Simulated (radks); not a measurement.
# Cs³⁺ in [Kr] 4d10 5p4 6p2: an all-electron calculation

Wanted: eigenvalues, radial structure and energy terms of the caesium ion Cs3+.

Program: radks (a radial shooting solver on a logarithmic mesh, Libxc functionals) version 1. Level of theory: scalar-relativistic Kohn-Sham, BLYP, spin-polarised, spherical densities, finite nucleus; open shells are filled with parallel spins first. These are calculated values, not measurements, unless marked.

### Step 1. Starting point

* element: caesium (Z = 55)
* charge: +3
* electrons: 52
* configuration: [Kr] 4d10 5p4 6p2
* nuclear rms radius: 4.8041 fm

The outer shells:

Cs³⁺
```
[Kr] core
4d [↑↓][↑↓][↑↓][↑↓][↑↓]
5p [↑↓][↑ ][↑ ]
6p [↑ ][↑ ][  ]
```

### Step 2. The calculation

The run's settings:

```text
Z 55
configuration [Kr] 4d10 5p4 6p2
relativity scalar-relativistic
functional b88,lyp
spin polarised
nucleus finite rms 4.8041 fm
c 137.035999084
```

On the command line:

```console
> python run_ks.py task.json out
```

The same process makes all the runs of this session.

What does the calculation give?

The runs gave:

| quantity | value |
| --- | --- |
| total energy | -7782.0491 hartree |
| exchange-correlation share of it | 2.46 % |
| −T/E | 1.0536 |
| highest occupied level | 6p up, -19.431 eV |
| most extended occupied level | 6p up, <r> = 3.81 bohr |
| radius at density 0.001 e/bohr³ | 5.11 bohr |
| maxima of the radial density | 4 |

6 principal shells are occupied and 4 maxima appear in the radial density; where shells overlap, one shows as a shoulder or not at all. Relativity lifts −T/E to 1.054. This is not the tabulated ground configuration, so its levels and sizes aren't those of the ground state, and no measured value stands beside it.
